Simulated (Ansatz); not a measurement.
# Ho3N: the cost of one run

Program: Ansatz 0.2.0. Level of theory: DFT PBE, scalar-relativistic, plane waves, PAW; 4f electrons in the core of a trivalent norm-conserving potential, unless a step names another level. These are calculated values, not measurements.

10 further runs of the same task are left out: 3 that didn't finish, 7 set aside as unsound or not needed.

**1. What the formula suggests**

Pauling electronegativities: Ho 1.23, N 3.04 (spread 1.81). No set of common oxidation states balances it. Tabulated atomic sizes suggest about 20 Å³/atom. 31 candidates were drawn, by swapping species into database cells of other compounds, at random by space group and Wyckoff sites, or by hand, as the table says:

```tsv
name	made from	space group no.	Wyckoff sites	atoms (primitive cell)	V (Å³/atom)
c01	random	69	Ho 4a, 8h; N 4b	4	22.9
c02	random	38	Ho 4e, 2a; N 2b	4	25.9
c03	random	189	Ho 2d, 3f, 1b; N 2c	8	20.3
c04	random	191	Ho 3g; N 1a	4	20.2
c05	random	187	Ho 3k; N 1a	4	24.3
c06	random	139	Ho 4c, 2a; N 2b	4	22.5
c07	database cell of LaSn3	221	Ho 3c; N 1a	4	19.9
c08	database cell of Li3N	191	Ho 1b, 2c; N 1a	4	21.8
c09	database cell of Sc3In	194	Ho 6h; N 2c	8	24.2
c10	random	156	Ho 3d; N 1b	4	24.7
c11	database cell of BaS3	113	Ho 4e, 2c; N 2a	8	19.9
c12	database cell of CeCd3	225	Ho 4b, 8c; N 4a	4	20.0
c13	random	107	Ho 4b, 2a; N 2a	4	24.0
c14	random	229	Ho 6b; N 2a	4	21.0
c15	random	22	Ho 8f, 4d; N 4a	4	24.4
c16	random	123	Ho 1d, 2g; N 1a	4	25.4
c17	database cell of Ho3Er	139	Ho 4d, 2b; N 2a	4	26.5
c18	random	65	Ho 4j, 2c; N 2b	4	21.0
c19	database cell of Eu3In	194	Ho 6h; N 2d	8	24.4
c20	random	225	Ho 24e; N 4a, 4b	8	20.2
c21	database cell of V3Ni	223	Ho 6c; N 2a	8	20.4
c22	database cell of LuF3	164	Ho 2d, 1a; N 1b	4	19.2
c23	random	156	Ho 1c, 1a, 1b; N 1a	4	21.6
c24	random	221	Ho 3d; N 1a	4	23.9
c25	database cell of Ba3N	193	Ho 6g; N 2b	8	28.1
c26	random	123	Ho 2e, 1b; N 1c	4	21.0
c27	random	225	Ho 8c, 4a; N 4b	4	22.8
c28	database cell of BI3	176	Ho 6h; N 2c	8	25.1
c29	random	191	Ho 3g; N 1b	4	22.8
c30	random	164	Ho 6i; N 2c	8	21.2
c31	random	12	Ho 4i, 2c; N 2d	4	21.0
```

**2. Screening run of c12**

Input file input.yaml:

```yaml
crystal:
  lattice:
    - [0.0, 3.42187631, 3.42187631]
    - [3.42187631, 0.0, 3.42187631]
    - [3.42187631, 3.42187631, 0.0]
  atoms:
    - { symbol: Ho, position: [0.5, 0.5, 0.5] }
    - { symbol: Ho, position: [0.75, 0.75, 0.75] }
    - { symbol: Ho, position: [0.25, 0.25, 0.25] }
    - { symbol: "N", position: [0.0, 0.0, 0.0] }
basis:
  ecutwfc: 690
kpoints:
  mp_grid: { grid: [5, 5, 5] }
hamiltonian:
  xc: pbe
  pseudopotentials:
    kind: paw
    azcp: { Ho: "pseudopotentials/pbe/nc/lanthanide_3plus/Ho.nc.azcp" }
scf:
  occupations: { method: gaussian, width: 0.2 }
  lower_state_search: "off"
output:
  forces: true
  stress: true
  eigenvalues: true
relax:
  adjacent_minimum: "off"
  f_tol: 0.08
  max_steps: 16
  cell: { stress_tol: 0.8 }
```

Command:

```bash
> ansatz run input.yaml --threads 1 --pin off --max-ram 2816MiB --backend cpu --events-out ev --progress --plain --runs-dir out
```

Q: Estimate wall time and peak memory on 1 thread of Intel Xeon at 2.70GHz, shared host.

About 13 s, with a peak of 0.41 GiB.
